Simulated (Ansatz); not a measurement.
# AlCo (CsCl type): the cost of one run

Method: DFT PBE, with the methods named in each step, in Ansatz 0.2.0.

## (1) The structure to begin with

The structure is cubic, space group Pm-3m (No. 221). Conventional cell: a = 2.853 Å, b = 2.853 Å, c = 2.853 Å, α = 90.00°, β = 90.00°, γ = 90.00°. Around Co (site symmetry m-3m) lie 8 Al at 2.47 Å. Al (site symmetry m-3m) has 8 Co at 2.47 Å as nearest neighbours.

Coordinates:

```cif
data_structure
_symmetry_space_group_name_H-M 'P 1'
_symmetry_Int_Tables_number 1
_cell_length_a 2.8528
_cell_length_b 4.0345
_cell_length_c 4.0345
_cell_angle_alpha 90.000
_cell_angle_beta 90.000
_cell_angle_gamma 90.000
_cell_volume 46.44
loop_
_atom_site_label
_atom_site_type_symbol
_atom_site_fract_x
_atom_site_fract_y
_atom_site_fract_z
_atom_site_occupancy
Co1 Co 0.00000 0.00000 0.00000 1
Co2 Co 0.00000 0.50000 0.50000 1
Al1 Al 0.50000 0.50000 0.00000 1
Al2 Al 0.50000 0.00000 0.50000 1
```

Atoms are numbered in the order of the input: Co1, Co2, Al3, Al4.

## (2) Bulk in the slab's orientation, LAPW

input.yaml reads:

```yaml
crystal:
  lattice:
    - [0.0, 0.0, 2.8528193273]
    - [2.8528193273, -2.8528193273, 0.0]
    - [2.8528193273, 2.8528193273, 0.0]
  atoms:
    - { symbol: Co, position: [0.0, 0.0, 0.0] }
    - { symbol: Co, position: [0.0, 0.5, 0.5] }
    - { symbol: Al, position: [0.5, 0.5, 0.0] }
    - { symbol: Al, position: [0.5, 0.0, 0.5] }
kpoints:
  mp_grid: { grid: [13, 9, 9] }
scf:
  occupations: { method: fermi_dirac, width: 0.1 }
hamiltonian:
  xc: pbe
  pseudopotentials: { kind: all_electron, lapw: { basis_error: 0.001 } }
output:
  forces: true
  stress: true
  eigenvalues: true
```

On the command line:

```console
> ansatz run input.yaml --threads 3 --pin off --max-ram 9216MiB --backend cpu --events-out ev --progress --plain --runs-dir out
```

Q: Estimate wall time and peak memory on 3 threads of Intel Xeon Platinum 8488C (Sapphire Rapids), shared host.

About 13 s, with a peak of 0.69 GiB.
